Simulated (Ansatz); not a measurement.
# AsH3 (SMILES [AsH3]) at 6 levels

Wanted: a comparison of 6 runs (B3LYP/STO-3G, HSE06/STO-3G, PBE/STO-3G, r2SCAN0/STO-3G, CCSDTQ/STO-3G, FCI/STO-3G) of AsH3. 

Program for the calculation: Ansatz 0.2.0.

29 further runs of the same task are left out: 1 that didn't finish, 28 set aside as unsound or not needed.

## Step 1: The molecule

The species is AsH3 (4 atoms), meant as a singlet with charge 0. SMILES: `[AsH3]`. The H4–As1 distance was set to 3.804 Å, away from the relaxed value. At this shape a bond of the SMILES string is far longer than usual.

Bond lengths: As1–H2 1.522 Å, As1–H3 1.522 Å. Angles: H2–As1–H3 92.0°.

## Step 2: A single-point energy at B3LYP/STO-3G (run 1)

Contents of run.yaml:

```yaml
crystal:
  periodic: [false, false, false]
  atoms:
    - {symbol: As, position_ang: [-1.940368, 1.837764, 0.296757]}
    - {symbol: H, position_ang: [-1.374668, 1.980464, 1.702157]}
    - {symbol: H, position_ang: [-2.792568, 0.644664, 0.703857]}
    - {symbol: H, position_ang: [0.933900, -0.412500, -0.774500]}
basis:
  gaussian:
    orbitals: STO-3G
hamiltonian:
  xc: {name: B3LYP}
accuracy: high
```

Run with:

```console
$ ansatz run run.yaml --threads 1 --pin off --max-ram 2610MiB --events-out events.jsonl --progress --plain --runs-dir runs
```

Standard output:

```text
Warning: RAYON_NUM_THREADS=1 ignored (pool sized by the plan → 1); use --threads N
Functional definition: B3LYP
  name "B3LYP"
  parameter a0 = 0.2
  parameter ax = 0.72
  parameter ac = 0.81
  exchange = (1 - a0 - ax)*slater_x + ax*b88_x + a0*exact_x
  correlation = (1 - ac)*vwn_rpa_c + ac*lyp_c
251 factors; integrals over basis functions are off by at most 2.2e-8 eV
mean field evaluation 1: about -60185.9258 eV, gradient 1.3e1 eV
mean field evaluation 2: about -60182.2011 eV, gradient 2.1e1 eV
mean field evaluation 4: about -60185.5401 eV, gradient 1.2e1 eV
mean field evaluation 8: about -60194.6445 eV, gradient 6.6e-2 eV
mean field -60194.64453810 eV, -2212.1123853797 hartree, gradient 2.4e-8 eV, S^2 0.000000; 0 other end points of the search recorded, 0 dependent functions left out
reference -60194.64456573 eV, -2212.1123863950 hartree; 18, 18 occupied and 3, 3 virtual orbitals, 251 factors
Total energy: -60194.64456573 eV, -2212.1123863950 hartree
```

Wall time 0.64 s (1 thread of Intel Xeon Platinum 8488C (Sapphire Rapids), shared host).

## Step 3: The energy at HSE06/STO-3G (run 2)

Contents of job.yaml:

```yaml
crystal:
  periodic: [false, false, false]
  atoms:
    - {symbol: As, position_ang: [-1.940368, 1.837764, 0.296757]}
    - {symbol: H, position_ang: [-1.374668, 1.980464, 1.702157]}
    - {symbol: H, position_ang: [-2.792568, 0.644664, 0.703857]}
    - {symbol: H, position_ang: [0.933900, -0.412500, -0.774500]}
basis:
  gaussian: {orbitals: STO-3G}
hamiltonian: {xc: hse06}
accuracy: high
```

Run with:

```console
$ ansatz run job.yaml --threads 1 --pin off --max-ram 2610MiB --events-out events.jsonl --progress --plain --runs-dir runs
```

Standard output:

```text
Warning: RAYON_NUM_THREADS=1 ignored (pool sized by the plan → 1); use --threads N
Functional definition: HSE06
  name "HSE06"
  parameter a = 0.25
  parameter omega = 0.11/bohr
  exchange = pbe_x - a*pbe_x_sr(omega) + a*exact_x_sr(omega)
  correlation = pbe_c
251 factors; integrals over basis functions are off by at most 2.2e-8 eV
47 factors; integrals over basis functions are off by at most 6.4e-10 eV
mean field evaluation 1: about -60179.9600 eV, gradient 1.3e1 eV
mean field evaluation 2: about -60176.5488 eV, gradient 2.0e1 eV
mean field evaluation 4: about -60179.2078 eV, gradient 1.2e1 eV
mean field evaluation 8: about -60188.5521 eV, gradient 7.0e-2 eV
mean field -60188.55212646 eV, -2211.8884933816 hartree, gradient 2.5e-8 eV, S^2 0.000000; 0 other end points of the search recorded, 0 dependent functions left out
reference -60188.55212834 eV, -2211.8884934507 hartree; 18, 18 occupied and 3, 3 virtual orbitals, 251 factors
Total energy: -60188.55212834 eV, -2211.8884934507 hartree
```

Wall time 0.76 s (1 thread of Intel Xeon Platinum 8488C (Sapphire Rapids), shared host).

Runs 3 to 5 aren't shown in full; the table further down has their settings and results.

## Step 4: The energy at FCI/STO-3G (run 6)

Contents of molecule.yaml:

```yaml
basis:
  gaussian: {orbitals: STO-3G}
crystal:
  periodic: [false, false, false]
  atoms:
    - {symbol: As, position_ang: [-1.940368, 1.837764, 0.296757]}
    - {symbol: H, position_ang: [-1.374668, 1.980464, 1.702157]}
    - {symbol: H, position_ang: [-2.792568, 0.644664, 0.703857]}
    - {symbol: H, position_ang: [0.933900, -0.412500, -0.774500]}
correlation: {method: fci, frozen_orbitals: {As: 9, H: 0}}
accuracy: high
```

Run with:

```console
$ ansatz run molecule.yaml --threads 1 --pin off --max-ram 2610MiB --events-out events.jsonl --progress --plain --runs-dir runs
```

Standard output, cut to the lines that bear on the results:

```text
Warning: RAYON_NUM_THREADS=1 ignored (pool sized by the plan → 1); use --threads N
Functional definition: HF
  name "HF"
[...]
251 factors; integrals over basis functions are off by at most 2.2e-8 eV
[...]
mean field -60155.04652525 eV, -2210.6571852480 hartree, gradient 9.1e-9 eV, S^2 0.000000; 1 other end points of the search recorded, 0 dependent functions left out; unrestricted orbitals would lower it
unrestricted determinant -60161.00733141 eV, -2210.8762408338 hartree, S^2 1.0072
9 core orbitals not correlated: weight in the atoms' cores, before any rotation towards them, 1.000 or more for the frozen orbitals, at most 0.000 for the correlated occupied ones
reference -60155.04652525 eV, -2210.6571852480 hartree; 9, 9 occupied and 3, 3 virtual orbitals, 251 factors
state -60162.15028566 eV, -2210.9182436278 hartree
Total energy: -60162.15028566 eV, -2210.9182436278 hartree
```

Run time: 0.34 s. Hardware: 1 thread of Intel Xeon Platinum 8488C (Sapphire Rapids), shared host.

## Step 5: The series

```csv
run,level,frozen core orbitals,energy (Eh),wall time
1,B3LYP/STO-3G,–,-2212.112386,0.64 s
2,HSE06/STO-3G,–,-2211.888493,0.76 s
3,PBE/STO-3G,–,-2211.725271,1.2 s
4,r2SCAN0/STO-3G,–,-2212.228694,1.3 s
5,CCSDTQ/STO-3G,9,-2210.918242,5.4 s
6,FCI/STO-3G,9,-2210.918244,0.34 s
```

## Step 6: Outcome

| quantity | value |
| --- | --- |
| run 6: total energy | -2210.91824 Eh |
| run 6: correlation energy (9 core orbitals frozen) | -261.1 mEh |

**Reading.** Against full CI in this basis: CCSDTQ +0.0 mEh. Totals of different functionals can't be ranked against each other. In run 5 the log says that unrestricted orbitals would lower the reference, so the values rest on an unstable closed-shell determinant (other closed-shell runs at this shape may share the fault). In runs 1, 2, 3, 4, 5, 6 the basis is minimal, so the values are rough. In runs 1, 2, 3, 4 a closed-shell determinant meets a far-stretched bond, which it describes badly. All runs together took 9.7 s, the longest 5.4 s.
